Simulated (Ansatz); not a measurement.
**C2H6BrNSi: geometry optimisation from a Python script**

Aim: a geometry optimisation, for C2H6BrNSi, run from a script.

All numbers are computed with Ansatz 0.2.0, driven from Python. Level of theory: PBE0+D4/def2-SVP.

### Step 1. Starting point

Bond lengths: N1–C2 1.319 Å, C2–C3 1.314 Å, C3–Si4 1.878 Å, C3–Br5 1.888 Å, N1–H6 1.069 Å, N1–H7 1.050 Å, C2–H8 1.060 Å, Si4–H9 1.549 Å, Si4–H10 1.415 Å, Si4–H11 1.525 Å. Angles (14 of 15 angles, heavy atoms first): N1–C2–C3 127.0°, C2–C3–Si4 125.5°, C2–C3–Br5 122.7°, Si4–C3–Br5 111.6°, N1–C2–H8 112.2°, C3–C2–H8 120.7°, C2–N1–H6 115.6°, C2–N1–H7 115.3°, C3–Si4–H9 108.6°, C3–Si4–H10 115.2°, C3–Si4–H11 107.0°, H6–N1–H7 107.4°, H9–Si4–H10 110.1°, H9–Si4–H11 104.5°.

No structure file is read: the coordinates are typed or built in the script.

### Step 2. The script

Input file opt.py:

```python
import itertools

import ansatz as az
from ase import Atoms
from ase.data import atomic_numbers, covalent_radii
import numpy as np

BASIS = "def2-SVP"
FUNCTIONAL = "PBE0"
VDW = "d4"

atoms = Atoms(["N", "C", "C", "Si", "Br", "H", "H", "H", "H", "H", "H"], positions=[
    (-0.8928, 1.4554, -1.3722),
    (-0.5382, 0.3358, -0.7714),
    (0.2833, 0.2111, 0.247),
    (0.8736, -1.4142, 0.9801),
    (1.1166, 1.6899, 1.0735),
    (-1.9101, 1.5025, -1.6964),
    (-0.6932, 2.3363, -0.8359),
    (-0.9505, -0.5194, -1.2426),
    (0.425, -1.4788, 2.4615),
    (2.2653, -1.6495, 0.883),
    (0.0865, -2.5261, 0.2941),
])
geometry = az.Crystal.molecule_from_ase(atoms)

calc = (
    geometry.calculation()
    .basis(gaussian=BASIS)
    .functional(FUNCTIONAL, dispersion=VDW)
)
symbols = [site.symbol for site in geometry.cartesian_sites]
start = np.array([site.position_ang for site in geometry.cartesian_sites], dtype=float)
def progress(event):
    if event["event"] == "relax_step":
        row = event["data"]
        print(f"step {row['step']:3d}  E = {row['lagrangian_ev']:.6f} eV  largest force component {row['allowed_force_max_ev_ang']:.4f} eV/A")


rep = calc.relax(force_tolerance=0.01).session().plan().execute(on_event=progress).report
end = np.array(rep["positions_ang"])

print(f"E = {rep['free_energy_ev']:.6f} eV = {rep['free_energy_ev'] / 27.211386246:.7f} Ha")
print("converged:", rep["converged"], " doubts:", rep["published_state_doubts"] or "none")

radius = [covalent_radii[atomic_numbers[s]] for s in symbols]
span = lambda where, i, j: np.linalg.norm(where[i] - where[j])
bonded = [(i, j) for i, j in itertools.combinations(range(len(symbols)), 2) if min(span(start, i, j), span(end, i, j)) < 1.2 * (radius[i] + radius[j])]
print("pair        before    after (A)")
for i, j in bonded:
    print(f"{symbols[i]}{i}-{symbols[j]}{j}".ljust(10), f"{span(start, i, j):8.4f} {span(end, i, j):8.4f}")
for first, second in list(itertools.combinations(bonded, 2)):
    shared = set(first) & set(second)
    if shared and symbols[(j := shared.pop())] != "H":
        i, k = sorted((set(first) | set(second)) - {j})
        u, v = end[i] - end[j], end[k] - end[j]
        angle = np.degrees(np.arccos(np.clip(u @ v / np.linalg.norm(u) / np.linalg.norm(v), -1, 1)))
        print(f"final angle {symbols[i]}{i}-{symbols[j]}{j}-{symbols[k]}{k}: {angle:.2f} deg")
with open("c2h6brnsi_opt.xyz", "w") as handle:
    handle.write(f"{len(symbols)}\nrelaxed C2H6BrNSi\n")
    handle.writelines(f"{s:2s} {x:11.6f} {y:11.6f} {z:11.6f}\n" for s, (x, y, z) in zip(symbols, end))
```

### Step 3. What the engine is handed

The package turns the script's settings into the engine's input:

```yaml
crystal:
  periodic: [false, false, false]
  atoms:
    - { symbol: "N", position_ang: [-0.8928, 1.4554, -1.3722] }
    - { symbol: C, position_ang: [-0.5382, 0.3358, -0.7714] }
    - { symbol: C, position_ang: [0.2833, 0.2111, 0.247] }
    - { symbol: Si, position_ang: [0.8736, -1.4142, 0.9801] }
    - { symbol: Br, position_ang: [1.1166, 1.6899, 1.0735] }
    - { symbol: H, position_ang: [-1.9101, 1.5025, -1.6964] }
    - { symbol: H, position_ang: [-0.6932, 2.3363, -0.8359] }
    - { symbol: H, position_ang: [-0.9505, -0.5194, -1.2426] }
    - { symbol: H, position_ang: [0.425, -1.4788, 2.4615] }
    - { symbol: H, position_ang: [2.2653, -1.6495, 0.883] }
    - { symbol: H, position_ang: [0.0865, -2.5261, 0.2941] }
basis:
  gaussian:
    orbitals: def2-SVP
hamiltonian:
  xc: pbe0
  dispersion: d4
relax:
  f_tol: 0.01
```

### Step 4. The run

The run is started by

```
$ python opt.py
```

Without the output at hand: what should come out? Wanted: total energy; dipole moment; moves of the relaxation; energy gained; last largest force component.

The runs gave:

| quantity | value |
| --- | --- |
| total energy | -81556.1786 eV |
| dipole moment | 3.44 D |
| moves of the relaxation | 9 |
| energy gained | 0.432 eV |
| last largest force component | 0.0075 eV/Å |

After 9 moves the largest shift is 0.245 Å, of atom 6 (H). The end point is the stationary point reached from this start; no frequency run checks that it is a minimum, and the basis set is modest.
